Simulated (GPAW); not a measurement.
Write an ASE script for GPAW 26.7.0 that does the following.

| Property | Result |
| --- | --- |
| Task | single point |
| Functional | LDA |
| Potentials or basis | the program's PAW data sets (release 1.2.1) made for this functional |
| Cutoff | 450 eV |
| Basis | pw |
| k mesh | 6 × 6 × 2 |
| Occupations | fermi-dirac, width 0.05 eV |
| Spin | no spin polarisation |
| Maxiter | 120 |
| Convergence | default |

The system is In3SbTe2.

```
Te Sb In
1.0
     4.42810    0.00000    0.00000
    -2.21405    3.83484    0.00000
     0.00000    0.00000   10.75645
Te Sb In
2 1 3
Direct
  0.66667 0.33333 0.32831
  0.33333 0.66667 0.67169
  0.00000 0.00000 0.00000
  0.66667 0.33333 0.84307
  0.33333 0.66667 0.15693
  0.00000 0.00000 0.50000
```

The cell comes from a database or a generator and needn't be the stable form of this composition.

One way to write it, as run:

run.py

```python
from ase import Atoms
from ase.dft.bandgap import bandgap
from ase.io import write
from ase.units import GPa
from gpaw import GPAW, PW

atoms = Atoms(['Te', 'Te', 'Sb', 'In', 'In', 'In'],
              cell=[[4.4280963236, 0.0, 0.0],
                    [-2.2140481618, 3.8348439066, 0.0],
                    [0.0, 0.0, 10.756447]],
              scaled_positions=[[0.6666666667, 0.3333333333, 0.328314],
                                [0.3333333333, 0.6666666667, 0.671686],
                                [0.0, 0.0, 0.0],
                                [0.6666666667, 0.3333333333, 0.843074],
                                [0.3333333333, 0.6666666667, 0.156926],
                                [0.0, 0.0, 0.5]],
              pbc=True)

calc = GPAW(mode=PW(450),
            xc='LDA',
            kpts={'size': (6, 6, 2), 'gamma': True},
            occupations={'name': 'fermi-dirac', 'width': 0.05},
            nbands=52,
            maxiter=120,
            txt='gpaw.txt')
atoms.calc = calc
energy = atoms.get_potential_energy()
forces = atoms.get_forces()
stress = atoms.get_stress()
calc.write('gs.gpw')
write('result.traj', atoms)
print(f'Energy: {energy:.6f} eV')
print('Forces (eV/A):')
print(forces.round(4))
print('Stress (GPa):', (stress / GPa).round(3))
print('Fermi level:', round(calc.get_fermi_level(), 4), 'eV')
print(f'Gap: {bandgap(calc)[0]:.4f} eV, direct: {bandgap(calc, direct=True)[0]:.4f} eV')
```

Potentials or basis: the program's PAW data sets (release 1.2.1) made for this functional, pw.

Launch:

```bash
$ OMP_NUM_THREADS=1 python run.py
```

It gave:

| Property | Result |
| --- | --- |
| Pressure | -5.7 GPa |
| Largest force | 0.128 eV/Å |
| Band gap on the k mesh | none (metal or under the smearing width) |

Caveat: the cutoff is short for stress and forces, so pressures can be off by a GPa or more.

It took 51 s on 1 thread of Arm Neoverse V2 (shared host), peak memory 0.24 GiB.
